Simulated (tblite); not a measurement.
# C7H13P: the cost of one run

Programs: tblite 0.8.0 and PySCF 2.14.0, with density-fitted response routines of our own. Each step states its level of theory. These are calculated values for one molecule, in the gas phase or a continuum, unless marked as measured. Atoms count from 0, in the outputs and in this text.

### Step 1. The molecule as given

21 atoms, charge 0, multiplicity 1; geometry from: force field or distance geometry start.

Bonds of the start (Å): C0–C1 1.49, C1–C2 1.19, C2–P3 1.84, P3–C4 1.88, P3–C5 1.86, C5–C6 1.53, C5–C7 1.50, C0–H8 1.11, C0–H9 1.10, C0–H10 1.12, C4–H11 1.09, C4–H12 1.13, C4–H13 1.12, C5–H14 1.10, C6–H15 1.11, C6–H16 1.11, C6–H17 1.09, C7–H18 1.13, C7–H19 1.10, C7–H20 1.10.

### Step 2. Relaxing the molecule with GFN2-xTB

What the job is given:

```
{"job": {"kind": "relax", "xc": "GFN2-xTB", "basis": "xTB"}, "charge": 0, "multiplicity": 1}
C      4.009800    -1.333800     0.197600
C      2.667500    -0.770000    -0.100200
C      1.590600    -0.315400    -0.341200
P     -0.052700     0.391700    -0.764900
C      0.061800     2.191900    -0.252400
C     -1.358500    -0.347100     0.329200
C     -2.264400     0.825400     0.718100
C     -2.225000    -1.360100    -0.348300
H      4.398700    -1.847400    -0.706700
H      3.943300    -2.053000     1.030000
H      4.682900    -0.482600     0.460800
H     -0.926900     2.637300    -0.372700
H      0.308200     2.148300     0.850700
H      0.888600     2.699000    -0.803000
H     -0.868900    -0.728200     1.237500
H     -3.108900     0.384100     1.283200
H     -1.710700     1.551100     1.350000
H     -2.568300     1.324300    -0.204000
H     -2.924100    -1.771300     0.437100
H     -2.870400    -0.890000    -1.104900
H     -1.681500    -2.237400    -0.741800
```

Started as:

```console
OMP_NUM_THREADS=1 python probes_run.py task.json out
```

The driver reads the jobs from task.json and runs them one after another.

Q: Estimate the wall time and peak memory of this first job on 1 thread of AMD EPYC 7R13, shared host.

About 1.2 s, with a peak of 0.18 GiB.
